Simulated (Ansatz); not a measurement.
# K2WO4: a short molecular-dynamics run

A trajectory of K2WO4, a randomly packed cell with 14 atoms that was not relaxed first: 30 steps of 1.5 fs at constant energy, with velocities drawn for 1200 K.

All numbers below are computed with Ansatz 0.2.0 (DFT PBE, plane waves, PAW, scalar-relativistic, no spin polarisation).

### 1 The system as given

The cell holds 14 atoms (K4O8W2): a = 5.804 Å, b = 6.823 Å, c = 7.225 Å, α = 93.23°, β = 91.11°, γ = 86.29°.

Coordinates:

```xyz
14
Lattice="5.7208 0.9403 -0.2768 -0.6811 6.7825 -0.2877 0.2205 -0.0812 7.2212" Properties=species:S:1:pos:R:3 pbc="T T T"
O     3.3571    5.0932    5.7692
O     5.3081    4.1584    2.0287
W     2.6531    6.5925    2.4925
W     0.9554    1.2876    1.7078
O     4.3216    2.1881    2.0888
O     3.5669    6.9393    5.2574
O     2.0011    6.5286    6.1565
O     4.4630    6.0993    0.9158
O     4.9242    6.2230    6.3076
O     4.3396    4.6144   -0.1567
K     1.3094    4.3683    0.4197
K     2.6041    3.0618    3.9858
K    -0.0516    5.3588    3.9215
K     5.6762    2.5267    5.6329
```

### 2 The run

input.yaml

```yaml
crystal:
  lattice:
    - [5.720774, 0.94027, -0.276784]
    - [-0.681068, 6.782495, -0.287706]
    - [0.220471, -0.081202, 7.221225]
  atoms:
    - { symbol: O, position: [0.634208, 0.673193, 0.850046] }
    - { symbol: O, position: [0.972285, 0.482363, 0.337423] }
    - { symbol: W, position: [0.555383, 0.899803, 0.402304] }
    - { symbol: W, position: [0.177408, 0.168245, 0.249999] }
    - { symbol: O, position: [0.768977, 0.219929, 0.327499] }
    - { symbol: O, position: [0.704271, 0.934969, 0.792293] }
    - { symbol: O, position: [0.423803, 0.914656, 0.905243] }
    - { symbol: O, position: [0.86581, 0.78153, 0.191143] }
    - { symbol: O, position: [0.919891, 0.801249, 0.940665] }
    - { symbol: O, position: [0.824743, 0.566387, 0.032484] }
    - { symbol: K, position: [0.297186, 0.603975, 0.093581] }
    - { symbol: K, position: [0.479281, 0.391991, 0.585946] }
    - { symbol: K, position: [0.062594, 0.788322, 0.576861] }
    - { symbol: K, position: [0.989501, 0.245267, 0.827743] }
kpoints:
  mp_grid: { grid: [3, 2, 2] }
magnetization:
  spin_polarized: false
scf:
  occupations: { method: fermi_dirac, width: 0.1 }
hamiltonian:
  pseudopotentials: { kind: paw }
  xc: pbe
basis:
  ecutwfc: 420
md:
  timestep: 1.5
  n_steps: 30
  ensemble: nve
  temperature: 1200.0
  initial_velocities: maxwell_boltzmann
  seed: 492988
```

The run is started by

```console
$ ansatz run input.yaml --threads 2 --pin off --max-ram 2560MiB --backend cpu --events-out ev --progress --plain --runs-dir out
```

The log of the run, shortened:

```text
Warning: md: disabling space-group detection — thermal motion breaks the input geometry's symmetry, so no spatial operation reduces the k-mesh or symmetrises the density; time reversal is kept, so that k and −k are solved as one point where they differ and the mesh holds both, and exact [...]
Warning: RAYON_NUM_THREADS=2 ignored (pool sized by the plan → 2); use --threads N
[...]
Pseudopotentials: kind: paw
Pseudopotential: O, paw, valence charge 6, recommended cutoff 420 eV (normal), O.paw.azcp
Pseudopotential: W, paw, valence charge 14, recommended cutoff 420 eV (normal), W.paw.azcp
Pseudopotential: K, paw, valence charge 9, recommended cutoff 420 eV (normal), K.paw.azcp
Functional definition: PBE
[...]
Crystal: 14 atoms, lattice volume = 285.021 Å³
Basis set: ecut = 420 eV, 5579 PW (Γ), exchange–correlation on 80×96×100 points (8 copies of the dense FFT grid, shifted against one another)
Bands: 70, of which v1, the nominal top of the filled ones, is band 56 counted from 1 (55 counted from 0)
Symmetry: 1 space group operations
k-points: 8 of 12 (time reversal used)
[...]
SCF iter   1: F=—  HF=-31426.006412 eV  |F-HF|=—  |Δ(HF+E_count)|=         —  Δρ=1.99e-2  dr2=2.00e0  ethr=1.77e-3  ⟨swp⟩=6.2  Hψ=2188  notcnv=0
[...]
md step     0: t =     0.00 fs  T =  1200.0 K  F+E_penalty+E_count = -31425.93582044 eV  E_kin = 2.016456 eV  conserved = -31423.91936446 eV  (13 SCF iters)
[...]
md step     1: t =     1.50 fs  T =  1214.9 K  F+E_penalty+E_count = -31425.95981343 eV  E_kin = 2.041554 eV  conserved = -31423.91825897 eV  (12 SCF iters)
```

### 3 More of the same log

The log, continued, shortened:

```text
[...]
SCF iter   1: F=—  HF=-31426.139005 eV  |F-HF|=—  |Δ(HF+E_count)|=         —  Δρ=8.78e-3  dr2=2.34e-1  ethr=2.15e-4  ⟨swp⟩=1.0  Hψ=2165  notcnv=0
[...]
md step     2: t =     3.00 fs  T =  1311.2 K  F+E_penalty+E_count = -31426.12029627 eV  E_kin = 2.203347 eV  conserved = -31423.91694931 eV  (12 SCF iters)
[...]
md step     9: t =    13.50 fs  T =  5082.1 K  F+E_penalty+E_count = -31432.46880723 eV  E_kin = 8.539842 eV  conserved = -31423.92896476 eV  (9 SCF iters)
[...]
md step    16: t =    24.00 fs  T =  6990.2 K  F+E_penalty+E_count = -31435.73489154 eV  E_kin = 11.746154 eV  conserved = -31423.98873763 eV  (15 SCF iters)
[...]
md step    23: t =    34.50 fs  T =  9277.6 K  F+E_penalty+E_count = -31439.55370986 eV  E_kin = 15.589915 eV  conserved = -31423.96379440 eV  (10 SCF iters)
[...]
md step    30: t =    45.00 fs  T =  5486.7 K  F+E_penalty+E_count = -31433.13219137 eV  E_kin = 9.219766 eV  conserved = -31423.91242522 eV  (13 SCF iters)
SCF converged after 13 iterations
Free energy (F): -31433.132191 eV
[...]
E sigma→0 (E₀):  -31432.886494 eV
Entropy (-TS):   -0.491395 eV (-35.100 meV/atom)
Fermi energy:    4.803966 eV
[...]
--- Forces (eV/Å), atoms counted from 1 ---
  atom   1  O      2.81794092     1.15428694     3.98124311
  atom   2  O    -11.84708844    -5.04014806    -9.05672587
  atom   3  W      3.08822482     1.68343437    -3.54509900
  atom   4  W     -1.01868993    -1.46512293     4.62549052
  atom   5  O      1.45430844     1.78642200    -0.05537126
  atom   6  O     -0.81383180     0.44982321    -0.82675188
  atom   7  O      0.01760852    -0.28114115     0.66506443
  atom   8  O     -3.11969049    -0.92828121     1.22523415
[...]
--- MD trajectory: 30 steps, t = 0.0 → 45.0 fs ---
  final state: T = 5486.7 K   F+E_penalty+E_count = -31433.13219137 eV   E_kin = 9.219766 eV
  conserved energy: peak-to-peak 1.285e-1 eV (9.178e-3 eV/atom) over 45.0 fs
```

It took 97 s on 2 threads of Intel Xeon 6975P-C (Granite Rapids), shared host; peak memory 0.72 GiB.

### 4 Frames and traces

The trajectory, every 2 steps (energies from step 0); msd is the mean square displacement from the start, the centre of mass held:

```
time (fs)  T (K)  potential energy change (meV/atom)  total energy change (meV/atom)  msd O (Å²)  msd K (Å²)  msd W (Å²)
      0.0   1200                                 0.0                            0.00       0.000       0.000       0.000
      3.0   1311                               -13.2                            0.17       0.002       0.001       0.000
      6.0   1798                               -71.4                            0.35       0.008       0.002       0.000
      9.0   2755                              -186.3                            0.37       0.023       0.005       0.001
     12.0   4211                              -361.4                           -0.04       0.053       0.008       0.002
     15.0   5964                              -573.8                           -1.96       0.107       0.012       0.003
     18.0   7168                              -721.5                           -5.23       0.194       0.016       0.005
     21.0   7262                              -730.3                           -2.67       0.309       0.021       0.008
     24.0   6990                              -699.9                           -4.96       0.434       0.026       0.011
     27.0   7161                              -714.2                            1.28       0.548       0.032       0.014
     30.0   9061                              -949.9                           -6.31       0.650       0.038       0.017
     33.0   9565                             -1008.1                           -4.06       0.775       0.045       0.021
     36.0   8763                              -910.3                           -2.53       0.934       0.052       0.025
     39.0   7371                              -741.9                           -1.20       1.117       0.060       0.032
     42.0   6073                              -584.8                            0.11       1.305       0.069       0.039
     45.0   5487                              -514.0                            0.50       1.476       0.080       0.048
```

time (fs), T (K) and a bar:
```
      0.0       1200 
      1.5       1215 
      4.5       1501 #
      6.0       1798 ##
      7.5       2213 ####
     10.5       3425 ########
     12.0       4211 ###########
     13.5       5082 ##############
     15.0       5964 #################
     18.0       7168 #####################
     19.5       7267 ######################
     21.0       7262 ######################
     24.0       6990 #####################
     25.5       6743 ####################
     27.0       7161 #####################
     30.0       9061 ############################
     31.5       9530 ##############################
     33.0       9565 ##############################
     34.5       9278 #############################
     37.5       8100 #########################
     39.0       7371 ######################
     40.5       6666 ####################
     43.5       5666 ################
     45.0       5487 ###############
```

Bonds that form or break, judged by distance (formed within 1.15 times the sum of covalent radii and held on average over 12 fs, broken when stretched by half; pairs already stretched at the start don't count as bonds):

```
time (fs)    bond   event
     13.5  O1–O10   forms
     28.5   O6–O7   forms
     30.0   O6–O9   forms
     39.0  O1–O10  breaks
```

Pair distribution over the second half of the run:

```
r (Å)  g O–O  g O–K  g O–W
 0.68   0.00   0.00   0.00
 0.84   0.00   0.00   0.00
 1.00   0.14   0.00   0.00
 1.16   0.99   0.00   0.00
 1.32   2.49   0.00   0.42
 1.48   2.16   0.00   1.04
 1.64   0.83   0.20   1.63
 1.80   0.65   0.30   2.47
 1.96   0.53   0.61   2.12
 2.12   0.39   0.62   0.25
 2.28   0.42   0.32   0.21
 2.44   0.72   0.87   0.55
 2.60   0.75   1.53   0.33
 2.76   0.44   1.81   0.39
```

First peaks of g(r) (not always the tallest), and, where a minimum follows, the mean number of second-named atoms round a first-named one up to the next minimum:

```
pair  peak (Å)  height  minimum (Å)  neighbours
 O–O      1.40     2.8         2.20         1.0
 O–W      1.88     3.5         2.28         0.4
```

### 5 Snapshots as a file

Positions (Å) and forces (eV/Å):

```xyz
14
Lattice="5.721 0.940 -0.277 -0.681 6.782 -0.288 0.220 -0.081 7.221" Properties=species:S:1:pos:R:3:forces:R:3 pbc="T T T" time_fs=6.0 T=1798 dE=-0.9998
O     3.431    5.052    5.777    1.703   -4.896    1.715
O     5.325    4.061    2.161    3.093   -2.442   -0.444
W     2.645    6.591    2.476    1.881    3.259   -3.234
W     0.939    1.301    1.705   -2.478   -0.720    2.647
O     4.382    2.253    2.091    1.856   -1.894    0.138
O     3.537    6.980    5.313   -1.011    2.215   -0.941
O     2.045    6.486    6.225   -0.466    1.791   -0.429
O     4.419    6.124    0.961   -2.949    1.553    4.499
O     4.899    6.266    6.293    0.310    2.955   -2.027
O     4.327    4.604   -0.208   -1.890   -1.879   -1.723
K     1.325    4.362    0.405    0.119    0.433   -0.185
K     2.570    3.048    3.992    0.761    0.191   -0.128
K    -0.009    5.322    3.928   -0.411   -0.171    0.269
K     5.732    2.535    5.627   -0.517   -0.395   -0.158
14
Lattice="5.721 0.940 -0.277 -0.681 6.782 -0.288 0.220 -0.081 7.221" Properties=species:S:1:pos:R:3:forces:R:3 pbc="T T T" time_fs=13.5 T=5082 dE=-6.5330
O     3.576    4.855    5.841    1.850   -3.728    2.103
O     5.441    3.865    2.312    3.299   -2.218   -0.968
W     2.641    6.598    2.447    3.631    2.159   -4.159
W     0.912    1.315    1.708   -2.357   -0.603    2.706
O     4.514    2.277    2.097    1.555   -1.471    0.078
O     3.471    7.090    5.360   -0.365   -0.089    1.087
O     2.089    6.486    6.295    0.455    1.819   -1.187
O     4.268    6.203    1.156   -4.942    1.550    5.172
O     4.875    6.412    6.211   -0.492    3.606   -2.377
O     4.252    4.538   -0.328   -2.247   -1.111   -2.303
K     1.346    4.360    0.384   -0.121    0.491   -0.154
K     2.537    3.033    3.998    0.871    0.242   -0.085
K     0.040    5.275    3.939   -0.612   -0.098    0.282
K     5.796    2.541    5.619   -0.525   -0.547   -0.195
14
Lattice="5.721 0.940 -0.277 -0.681 6.782 -0.288 0.220 -0.081 7.221" Properties=species:S:1:pos:R:3:forces:R:3 pbc="T T T" time_fs=19.5 T=7267 dE=-10.2449
O     3.719    4.612    5.920   -9.825    2.459  -12.832
O     5.613    3.656    2.411    3.209   -0.139   -0.719
W     2.644    6.608    2.415    0.202    2.184   -0.593
W     0.885    1.325    1.716   -0.596   -0.783    1.944
O     4.655    2.259    2.104   -0.424   -1.962    0.102
O     3.408    7.182    5.419    0.192   -1.502    1.796
O     2.133    6.531    6.324    0.709    1.566   -1.361
O     4.035    6.302    1.432   -1.506    0.050    0.959
O     4.844    6.613    6.090   -1.266    2.474   -1.654
O     4.157    4.450   -0.455    9.714   -4.205   12.770
K     1.361    4.363    0.365   -0.292    0.581   -0.069
K     2.519    3.024    4.001    0.877    0.154   -0.249
K     0.072    5.236    3.951   -0.662    0.006    0.224
K     5.841    2.540    5.610   -0.332   -0.883   -0.317
14
Lattice="5.721 0.940 -0.277 -0.681 6.782 -0.288 0.220 -0.081 7.221" Properties=species:S:1:pos:R:3:forces:R:3 pbc="T T T" time_fs=25.5 T=6743 dE=-9.2826
O     3.707    4.395    5.791   -1.051   -0.579   -2.028
O     5.856    3.450    2.498    3.557    5.198    1.937
W     2.643    6.624    2.385  -29.757    7.420   18.311
W     0.858    1.334    1.728    2.048   -2.730   -1.037
O     4.783    2.195    2.113   -4.478   -4.324   -0.252
O     3.349    7.245    5.514    0.186   -0.779    0.892
O     2.192    6.610    6.324    0.955    1.139   -0.793
O     3.833    6.390    1.690   29.061   -6.205  -18.291
O     4.786    6.867    5.934   -1.611    0.931   -0.180
O     4.214    4.293   -0.377    1.066   -0.271    1.885
K     1.375    4.371    0.346   -0.007    0.434   -0.426
K     2.509    3.016    4.003    1.123    0.160   -0.001
K     0.099    5.196    3.965   -0.669   -0.077    0.414
K     5.884    2.532    5.598   -0.423   -0.318   -0.429
14
Lattice="5.721 0.940 -0.277 -0.681 6.782 -0.288 0.220 -0.081 7.221" Properties=species:S:1:pos:R:3:forces:R:3 pbc="T T T" time_fs=31.5 T=9530 dE=-14.0724
O     3.643    4.178    5.581    2.291   -0.398    3.139
O     6.178    3.354    2.629    3.664    7.645    4.201
W     2.600    6.650    2.380   -1.310    1.882    0.583
W     0.833    1.337    1.738   -1.396   -5.089   -1.309
O     4.825    2.040    2.113   -2.148   -3.825   -2.237
O     3.291    7.294    5.625   -0.700    2.025   -2.246
O     2.271    6.711    6.310    0.160   -0.708    1.188
O     4.083    6.378    1.662    0.838   -1.333   -0.980
O     4.697    7.140    5.775   -0.208   -1.842    1.510
O     4.324    4.118   -0.220   -1.885    0.403   -2.698
K     1.388    4.384    0.323    0.228    0.369   -0.527
K     2.509    3.009    4.004    1.484    0.027   -0.132
K     0.120    5.156    3.983   -0.802   -0.256    0.377
K     5.923    2.521    5.582   -0.215    1.099   -0.869
14
Lattice="5.721 0.940 -0.277 -0.681 6.782 -0.288 0.220 -0.081 7.221" Properties=species:S:1:pos:R:3:forces:R:3 pbc="T T T" time_fs=39.0 T=7371 dE=-10.3863
O     3.630    3.899    5.413    2.942    0.925    4.406
O     6.661    3.418    2.875   -5.465   -2.351   -5.630
W     2.538    6.689    2.379    4.742    1.115   -3.672
W     0.799    1.330    1.750   -2.755   -1.462    5.101
O     4.825    1.752    2.054    2.032    1.144   -1.171
O     3.203    7.427    5.686   -0.383    4.827   -5.014
O     2.364    6.806    6.338   -1.813   -3.473    3.778
O     4.488    6.309    1.557   -5.062   -0.716    2.102
O     4.581    7.418    5.622    0.484   -4.741    2.149
O     4.410    3.911   -0.096   -1.030    0.328   -1.717
K     1.407    4.403    0.288    0.205    0.262   -0.340
K     2.531    3.002    4.005    5.790    1.099    1.211
K     0.136    5.103    4.009   -0.775   -0.322    0.290
K     5.971    2.524    5.551    1.087    3.365   -1.493
14
Lattice="5.721 0.940 -0.277 -0.681 6.782 -0.288 0.220 -0.081 7.221" Properties=species:S:1:pos:R:3:forces:R:3 pbc="T T T" time_fs=45.0 T=5487 dE=-7.1964
O     3.689    3.694    5.380    2.818    1.154    3.981
O     6.934    3.439    2.963  -11.847   -5.040   -9.057
W     2.498    6.723    2.371    3.088    1.683   -3.545
W     0.765    1.319    1.768   -1.019   -1.465    4.625
O     4.865    1.538    1.975    1.454    1.786   -0.055
O     3.119    7.634    5.628   -0.814    0.450   -0.827
O     2.405    6.812    6.439    0.018   -0.281    0.665
O     4.694    6.236    1.521   -3.120   -0.928    1.225
O     4.496    7.533    5.549   -1.640   -4.253    1.128
O     4.453    3.753   -0.040   -0.105    0.244   -0.496
K     1.425    4.422    0.256    0.200    0.244   -0.259
K     2.604    3.007    4.019    9.786    3.123    3.675
K     0.141    5.058    4.033   -0.713   -0.224    0.390
K     6.019    2.558    5.511    1.893    3.507   -1.450
```

### 6 Results

| quantity | value |
| --- | --- |
| length | 30 steps of 1.5 fs |
| temperature, first and last step | 1200 and 5487 K |
| temperature, second half | mean 7616 K, from 5487 to 9565 K |
| potential energy, second half | -772 meV/atom from the start |
| largest change of the total energy | 6.97 meV/atom |
| mean square displacement, second half | O 0.868, K 0.048, W 0.025 Å² |

The temperature starts at 1200 K and averages 7616 K in the second half, where it ranges from 5487 to 9565 K; the start was no minimum (force components up to 3.9 eV/Å), and the potential energy that it sheds (772 meV/atom) turns into motion. The total energy strays from its start by at most 6.97 meV/atom, 1.0 % of the mean kinetic energy, so a step of 1.5 fs is short enough over this time. Bonds change: the first event comes at 13.5 fs (O1–O10 forms). Over the second half O atoms stand 0.9 Å (root mean square) from where they began, and the farthest move is 2.0 Å. A run of 45 fs with 14 atoms shows the motion but fixes no equilibrium value. The k-mesh is coarse.
